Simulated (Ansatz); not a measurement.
# EuSeO3: the cost of one run

Method: DFT LDA without U, plane waves, PAW, no spin–orbit coupling unless a run says so, in Ansatz 0.2.0.

## Step 1: The system as given

Symmetry: P2_1/m, No. 11, monoclinic system. Conventional cell: a = 4.432 Å, b = 5.424 Å, c = 6.450 Å, α = 90.00°, β = 106.73°, γ = 90.00°. Eu (site symmetry m) is surrounded by 9 O at 2.60 to 2.97 Å. Around O (site symmetry m) lie 1 Se at 1.71 Å. O (site symmetry 1) has 1 Se at 1.72 Å as nearest neighbours. Around Se (site symmetry m) lie 3 O at 1.71 to 1.72 Å.

Structure file:

```cif
data_structure
_symmetry_space_group_name_H-M 'P 1'
_symmetry_Int_Tables_number 1
_cell_length_a 4.4319
_cell_length_b 5.4236
_cell_length_c 6.4499
_cell_angle_alpha 90.000
_cell_angle_beta 106.727
_cell_angle_gamma 90.000
_cell_volume 148.47
loop_
_atom_site_label
_atom_site_type_symbol
_atom_site_fract_x
_atom_site_fract_y
_atom_site_fract_z
_atom_site_occupancy
Eu1 Eu 0.33951 0.75000 0.70018 1
Eu2 Eu 0.66049 0.25000 0.29982 1
O1 O 0.33087 0.25000 0.88753 1
O2 O 0.18223 0.50954 0.33204 1
O3 O 0.18223 0.99046 0.33204 1
O4 O 0.81777 0.00954 0.66796 1
O5 O 0.81777 0.49046 0.66796 1
O6 O 0.66913 0.75000 0.11247 1
Se1 Se 0.06810 0.75000 0.15279 1
Se2 Se 0.93190 0.25000 0.84721 1
```

Magnetic order typed: ferromagnetic.

An earlier series on this cell reached its lowest free state from «from atoms, symmetry kept, no search», perhaps among other starts.

## Step 2: From atoms, default search

input.yaml

```yaml
crystal:
  lattice:
    - [4.43188238, 0.0, 0.0]
    - [0.0, 5.42362728, 0.0]
    - [-1.85638999, 0.0, 6.17693775]
  atoms:
    - { symbol: Eu, position: [0.33951213, 0.75, 0.70018284], spin: 7.0 }
    - { symbol: Eu, position: [0.66048787, 0.25, 0.29981716], spin: 7.0 }
    - { symbol: O, position: [0.33086736, 0.25, 0.88753305] }
    - { symbol: O, position: [0.18222846, 0.50954472, 0.33204383] }
    - { symbol: O, position: [0.18222846, 0.99045528, 0.33204383] }
    - { symbol: O, position: [0.81777154, 0.00954472, 0.66795617] }
    - { symbol: O, position: [0.81777154, 0.49045528, 0.66795617] }
    - { symbol: O, position: [0.66913264, 0.75, 0.11246695] }
    - { symbol: Se, position: [0.06810451, 0.75, 0.15278662] }
    - { symbol: Se, position: [0.93189549, 0.25, 0.84721338] }
basis:
  ecutwfc: 420
  ecutrho_ratio: 4
kpoints:
  mp_grid: { grid: [5, 4, 3] }
hamiltonian:
  xc: lda
scf:
  occupations: { method: gaussian, width: 0.05 }
output:
  forces: true
  stress: true
  eigenvalues: true
  populations: true
  hubbard: { sites: [{ site: 0, l: f }, { site: 1, l: f }] }
  write_density: true
  write_potential: true
  elf: true
  volumetric_format: npy
magnetization:
  spin_polarized: true
```

Run with:

```
ansatz run input.yaml --threads 8 --pin off --max-ram 12288MiB --backend cpu --events-out ev --progress --plain --runs-dir out
```

Q: Estimate wall time and peak memory on 8 threads of Arm Neoverse N1, shared host.

About 21 s, with a peak of 1 GiB.
